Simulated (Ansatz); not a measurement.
I need a single point in a Gaussian basis of CH5FN2Si, SMILES C=N[SiH](N)F. Use Ansatz 0.2.0 through its Python package. Level of theory: Hartree-Fock, 6-31G* basis, multiplicity 1.

```xyz
10

C    -1.5729    0.6868    0.4091
N    -0.9258   -0.2108   -0.1375
Si    0.6974    0.1727   -0.4670
N     1.4860   -1.3305   -0.1675
F     1.2545    1.1726    0.6462
H    -2.6850    0.5595    0.6203
H    -1.2223    1.7419    0.6668
H     0.9810    0.6477   -1.8429
H     0.7881   -1.9814   -0.5764
H     1.2822   -1.5097    0.8518
```

Script `ch5fn2si.py`:
```python
import json
import warnings

import ansatz as az
from ase import Atoms
import numpy as np

warnings.simplefilter("ignore", az.DeckWarning)

atoms = Atoms(["C", "N", "Si", "N", "F", "H", "H", "H", "H", "H"], positions=[
    (-1.5729, 0.6868, 0.4091),
    (-0.9258, -0.2108, -0.1375),
    (0.6974, 0.1727, -0.467),
    (1.486, -1.3305, -0.1675),
    (1.2545, 1.1726, 0.6462),
    (-2.685, 0.5595, 0.6203),
    (-1.2223, 1.7419, 0.6668),
    (0.981, 0.6477, -1.8429),
    (0.7881, -1.9814, -0.5764),
    (1.2822, -1.5097, 0.8518),
])
geometry = az.Crystal.molecule_from_ase(atoms)

calc = geometry.calculation()
calc = calc.basis(gaussian="6-31G*")
calc = calc.functional("HF").forces()
res = calc.run(threads=1)
report = res.report

print("reference energy %16.6f eV" % report["reference_energy_ev"])
print("total energy     %16.6f eV" % report["free_energy_ev"])
print("occupied (up, down):", report["n_occupied"], " virtual:", report["n_virtual"], " frozen:", report["n_frozen"])

state = report["mean_field"]["state"]
print(f"mean field: {state['energy']['hartree']:.7f} Ha, <S^2> = {abs(state['spin_squared']):.4f}, stability: {state.get('stability', {}).get('kind')}")

symbols = [site.symbol for site in geometry.cartesian_sites]
forces = np.array(report["forces_ev_ang"])
print("largest force", round(float(np.linalg.norm(forces, axis=1).max()), 4), "eV/A, rms", round(float(np.sqrt((forces ** 2).mean())), 4))

charges = report["charge_distribution"]
print("dipole moment", round(4.803205 * float(np.linalg.norm(charges["dipole_moment_e_ang"])), 3), "D")
print("Mulliken:", [(s, round(q, 3)) for s, q in zip(symbols, charges["mulliken_charges_e"])])
with open("ch5fn2si.json", "w") as handle:
    json.dump({k: report[k] for k in ("free_energy_ev", "reference_energy_ev", "n_occupied", "n_virtual")}, handle, indent=1)
```

```console
$ python ch5fn2si.py
reference energy    -14642.346160 eV
total energy        -14642.346160 eV
occupied (up, down): [24, 24]  virtual: [65, 65]  frozen: 0
mean field: -538.0962964 Ha, <S^2> = 0.0000, stability: minimum
largest force 4.1057 eV/A, rms 1.1757
dipole moment 2.86 D
Mulliken: [('C', -0.084), ('N', -0.542), ('Si', 1.22), ('N', -0.967), ('F', -0.503), ('H', 0.168), ('H', 0.166), ('H', -0.153), ('H', 0.347), ('H', 0.349)]
```

`ch5fn2si.json`, as written:
```json
{
 "free_energy_ev": -14642.346159666095,
 "reference_energy_ev": -14642.346159666095,
 "n_occupied": [
  24,
  24
 ],
 "n_virtual": [
  65,
  65
 ]
}
```

Notes:
- Total energies depend on the basis set; only differences at equal settings carry meaning.
- The geometry is a force-field or estimated start, not a minimum of this method, and the basis set is short of its limit.
- Hardware and time: 2.2 s on 1 thread of Arm Neoverse V1, with other jobs on the host, peak memory 0.22 GiB.

(Lines on the test bed's own set-up are left out of the output.)
